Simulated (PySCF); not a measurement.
# NiI3: ligand-field states, part 2 of 2

PySCF 2.14.0. Atoms count from 0. Earlier steps stand in the parts before.

### 5 Ligand-field states: state-averaged CASSCF (avg hs)

Job settings and geometry (Å):

```
{"job": {"kind": "lf", "basis": {"metal": "x2c-TZVPall", "ligand": "x2c-SVPall"}, "nevpt": true, "avg": "hs"}, "charge": 0, "metal": "Ni", "open_shell": "d7"}
Ni     0.000000     0.000000     0.000000
I      2.419915    -0.049633    -0.000000
I     -1.216134    -2.106430    -0.000000
I     -1.252961     2.070879     0.000000
```

Level: state-averaged CASSCF of the metal d shell, SC-NEVPT2 on the averaged canonical orbitals, state-interaction spin-orbit coupling.

What it wrote:

```text
basis functions 156, electrons 187, active (7e, 5o)
stage 1: DIIS on the effective Fock matrix, level shift 0.30
cycle   1  E = -22847.9198784458  dE = -2.285e+04  max|g| = 3.658e+00
cycle   2  E = -22852.0741307042  dE = -4.154e+00  max|g| = 2.380e+00
cycle   3  E = -22852.6945765381  dE = -6.204e-01  max|g| = 2.748e+00
cycle   4  E = -22855.1803445379  dE = -2.486e+00  max|g| = 2.037e-01
cycle   5  E = -22855.2482692033  dE = -6.792e-02  max|g| = 2.238e-01
cycle   6  E = -22855.2446146015  dE =  3.655e-03  max|g| = 2.618e-01
cycle   7  E = -22855.1760022934  dE =  6.861e-02  max|g| = 1.062e-01
cycle   8  E = -22854.9932530145  dE =  1.827e-01  max|g| = 3.205e-01
cycle   9  E = -22854.4016396393  dE =  5.916e-01  max|g| = 9.270e-01
cycle  10  E = -22853.9044346508  dE =  4.972e-01  max|g| = 1.361e+00
cycle  11  E = -22853.7415022649  dE =  1.629e-01  max|g| = 1.509e+00
cycle  12  E = -22853.7576014991  dE = -1.610e-02  max|g| = 1.510e+00
cycle  13  E = -22853.7481955940  dE =  9.406e-03  max|g| = 1.526e+00
cycle  14  E = -22853.7855656788  dE = -3.737e-02  max|g| = 1.502e+00
cycle  15  E = -22853.8706560489  dE = -8.509e-02  max|g| = 1.436e+00
stage 2: quasi-Newton rotations from the point of smallest gradient
cycle  17  E = -22855.2579682331  dE = -8.197e-02  max|g| = 1.471e-01
cycle  18  E = -22855.3033192090  dE = -4.535e-02  max|g| = 1.265e-01
cycle  21  E = -22855.3116416285  dE = -8.322e-03  max|g| = 7.567e-02
cycle  22  E = -22855.3171658585  dE = -5.524e-03  max|g| = 1.350e-02
cycle  23  E = -22855.3180512497  dE = -8.854e-04  max|g| = 1.050e-02
cycle  24  E = -22855.3182601461  dE = -2.089e-04  max|g| = 2.606e-03
cycle  25  E = -22855.3182873321  dE = -2.719e-05  max|g| = 1.131e-03
cycle  26  E = -22855.3182976932  dE = -1.036e-05  max|g| = 1.226e-03
cycle  27  E = -22855.3182994246  dE = -1.731e-06  max|g| = 4.262e-04
cycle  28  E = -22855.3182996945  dE = -2.699e-07  max|g| = 1.140e-04
cycle  29  E = -22855.3182997257  dE = -3.122e-08  max|g| = 4.809e-05
cycle  30  E = -22855.3182997341  dE = -8.396e-09  max|g| = 2.411e-05
cycle  31  E = -22855.3182997372  dE = -3.110e-09  max|g| = 1.298e-05
cycle  32  E = -22855.3182997383  dE = -1.055e-09  max|g| = 8.698e-06
converged average energy = -22855.3182997383

 mult deg   label        CASSCF/cm-1   NEVPT2/cm-1
   4   1   4B2                 0.0           0.0
   4   1   4B1              1189.8         754.7
   4   1   4A2              1146.7         901.2
   4   1   4B2              3929.3        8957.7
   4   1   4A1              4412.2       10322.5
   2   1   2A2             18533.9       10351.5
   2   1   2B1             18628.0       10428.8
   2   1   2A1             16267.7       13268.2
   2   1   2B2             16309.0       13599.2
   2   1   2B1             17501.0       14346.2
   2   1   2A2             17866.0       14409.0
   4   1   4A2              6528.3       15443.9
   2   1   2B2             19472.4       15448.6
   4   1   4B1              6754.7       15581.7
   2   1   2A2             20220.3       16422.0
   2   1   2B1             20155.2       16447.3
   2   1   2A1             20011.2       16812.5
   2   1   2A1             19903.5       18132.5
   2   1   2B1             22518.1       18391.3
   2   1   2A2             22510.6       18536.6
   2   1   2B2             23637.2       19622.5
   4   1   4B1             19196.6       20051.5
   4   1   4A2             19286.5       20242.8
   2   1   2B2             29343.0       22609.8
   2   1   2A1             29240.6       24604.1
   2   1   2A1             25797.7       27947.2
   2   1   2B2             25844.1       28120.1
   2   1   2A1             27003.8       29037.3
   2   1   2A2             28506.8       34137.4
   2   1   2B1             28905.4       34491.5
   2   1   2B1             30887.0       34912.1
   2   1   2B2             31072.0       34953.2
   2   1   2A2             31028.0       35182.1
   2   1   2A2             32127.2       35879.8
   2   1   2B1             32053.3       35890.0
   2   1   2A1             30867.6       36463.5
   2   1   2B2             31221.5       37262.4
   2   1   2A2             41436.9       38466.3
   2   1   2B1             42093.3       38977.9
   4   1   4B2             30326.4       41341.0
   2   1   2B2             47190.8       45020.6
   2   1   2A1             47360.9       45242.0
   2   1   2B1             48776.9       50284.1
   2   1   2A2             48891.6       50599.2
   2   1   2B2             50573.8       56031.1
   2   1   2A1             65798.7       57117.2
   2   1   2B2             65956.8       57466.7
   2   1   2A1             77326.4       63891.3
   2   1   2A2             75063.2       70384.5
   2   1   2B1             75304.4       70697.4

spin-orbit levels / cm-1
      0.00  x2  4B2 0.72 4B1 0.16 4A2 0.12
    221.48  x2  4B2 0.77 4A2 0.11 4B1 0.11
   1173.43  x2  4B1 0.65 4A2 0.35
   1461.98  x2  4B1 0.56 4A2 0.40 4B2 0.04
   1619.12  x2  4A2 0.55 4B1 0.24 4B2 0.20
   2007.68  x2  4A2 0.45 4B1 0.27 4B2 0.27
   9419.81  x2  4B2 0.96
   9490.30  x2  4B2 0.98
  10613.58  x2  2A2 0.58 2B1 0.37 4A1 0.05
  10789.07  x2  4A1 0.87 2B1 0.07
  10836.70  x2  4A1 0.93 2B1 0.03
  11023.36  x2  2B1 0.48 2A2 0.35 4A1 0.08
  13554.60  x2  2A1 0.68 2B2 0.13 2B1 0.07
  13986.64  x2  2B2 0.63 2A1 0.12 4A2 0.08
  14652.91  x2  2A2 0.45 2B1 0.42 2B2 0.10
  15407.40  x2  2B1 0.39 2A2 0.37 4A2 0.07
  15935.72  x2  4A2 0.49 4B1 0.33 2A1 0.08
  16021.27  x2  2B2 0.66 2A2 0.07 2B1 0.06
  16081.58  x2  4A2 0.69 4B1 0.12 2B2 0.06
  16267.08  x2  4B1 0.79 4A2 0.18
  16492.56  x2  4B1 0.58 4A2 0.38
  16740.15  x2  2A2 0.37 2B1 0.34 2B2 0.15
  16989.50  x2  2B1 0.45 2A2 0.42 2A1 0.12
  17557.09  x2  2A1 0.82 2B1 0.07 2A2 0.06
  18814.49  x2  2A1 0.59 2B1 0.25 2A2 0.07
  18964.60  x2  2B1 0.65 2A1 0.14 2A2 0.12
  19093.73  x2  2A2 0.74 2A1 0.12 2B2 0.06
  19477.78  x2  2B2 0.53 4B1 0.22 4A2 0.16
  20653.58  x2  4B1 0.93 4A2 0.04
  20717.78  x2  4B1 0.56 4A2 0.41
```

Run time: 16 s. Hardware: 1 thread of AMD EPYC 9R45, shared host; peak memory 0.61 GiB.

Key values:

```
             quantity     value
spin-orbit constant ζ  483 cm⁻¹
```

Powder susceptibility:

```
T (K)  χT (cm³ K/mol)  μ(eff)
    2           2.363    4.35
   20           2.581    4.54
  100           3.408    5.22
  300           3.905    5.59
```

### 6 The runs side by side

From the NEVPT2 states (cm⁻¹; the spread is that of the fitted one-electron ligand-field levels):

```
step            setting  ground state  next state  orbital spread  Racah B    ζ  μ(eff), 300 K
   3           as given           4B1  4A2 at 234           16279     1077  372           4.74
   4  basis x2c-TZVPall           4B1  4A2 at 232           16138     1078  375           4.84
   5             avg hs           4B2  4B1 at 755           14921     1148  483           5.59
```

### 7 Results

What follows sums up all 2 parts.

| quantity | value |
| --- | --- |
| rotational constants (main isotopes) | 0.46, 0.44, 0.23 GHz |
| spin-orbit constant ζ (step 3, state-averaged CASSCF) | 372 cm⁻¹ |
| ground multiplicity, μ(eff) at 300 K (step 3, 3 donors at 2.42 to 2.43 Å) | 4, 4.74 μB |
| ground multiplicity, μ(eff) at 300 K (step 4, 3 donors at 2.42 to 2.43 Å) | 4, 4.84 μB |
| ground multiplicity, μ(eff) at 300 K (step 5, 3 donors at 2.42 to 2.43 Å) | 4, 5.59 μB |

Over 6 steps the energy fell by 0.041 eV; of the close pairs, Ni0–I2 changed most, 2.493 to 2.432 Å. The next job takes another geometry, as its input shows. No frequency check was run at this level, so the end point may be a saddle. In step 3 ζ is 51 % of the free ion's 730 cm⁻¹: an effective value, diluted by mixing with the ligands. In step 3, χT goes from 2.07 at 2 K to 2.80 cm³ K/mol at 300 K, as higher levels fill or mix in. The spread of the ligand-field levels runs from 14921 cm⁻¹ (avg hs) to 16279 cm⁻¹ (as given); μ(eff) at 300 K: 4.74 to 5.59 μB. The bonding is strongly covalent, and an active space of the metal's shell alone is small for it, so these values are rough.
